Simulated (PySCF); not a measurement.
# C2H9PSi2: the cost of one run

Computed with PySCF 2.14.0, with density-fitted response routines of our own, on a single molecule in the gas phase. Atoms count from 0, in the outputs and in this text.

## Step 1: The molecule as given

14 atoms, charge 0, multiplicity 1; geometry from: GFN2-xTB. The atoms were then displaced at random by about 0.01 Å, so the start is not that level's minimum.

Bonds of the start (Å): Si0–C1 1.86, C1–C2 1.32, C2–Si3 1.91, Si3–P4 2.22, Si0–H5 1.46, Si0–H6 1.47, Si0–H7 1.49, C1–H8 1.11, C2–H9 1.11, Si3–H10 1.46, Si3–H11 1.47, P4–H12 1.41, P4–H13 1.39.

## Step 2: Relaxing the molecule at PBE0-D3(BJ)/def2-SVP

The job: settings as JSON, then the geometry in Å.

```
{"job": {"xc": "PBE0", "basis": "def2-SVP", "d3": "d3bj", "grid": 1, "shake": 0.01, "kind": "geom"}, "charge": 0, "multiplicity": 1}
Si    -1.875240     0.825670    -0.537910
C     -1.123560     0.150990     1.024560
C     -0.056770    -0.621210     1.099810
Si     1.083020    -1.204590    -0.321240
P      2.597310     0.315360    -0.895660
H     -2.734930    -0.172320    -1.170080
H     -0.848670     1.289030    -1.478740
H     -2.710760     2.001030    -0.160310
H     -1.622390     0.425370     1.972990
H      0.290350    -0.940960     2.104910
H      1.766390    -2.409620     0.129580
H      0.276900    -1.490340    -1.519100
H      1.780410     1.435020    -0.630760
H      3.170790     0.381480     0.374180
```

Run with:

```bash
> OMP_NUM_THREADS=1 python probes_run.py task.json out
```

The driver reads the jobs from task.json and runs them one after another.

Q: Estimate the wall time and peak memory of this first job on 1 thread of Arm Neoverse V1, shared host.

About 66 s, with a peak of 0.5 GiB.
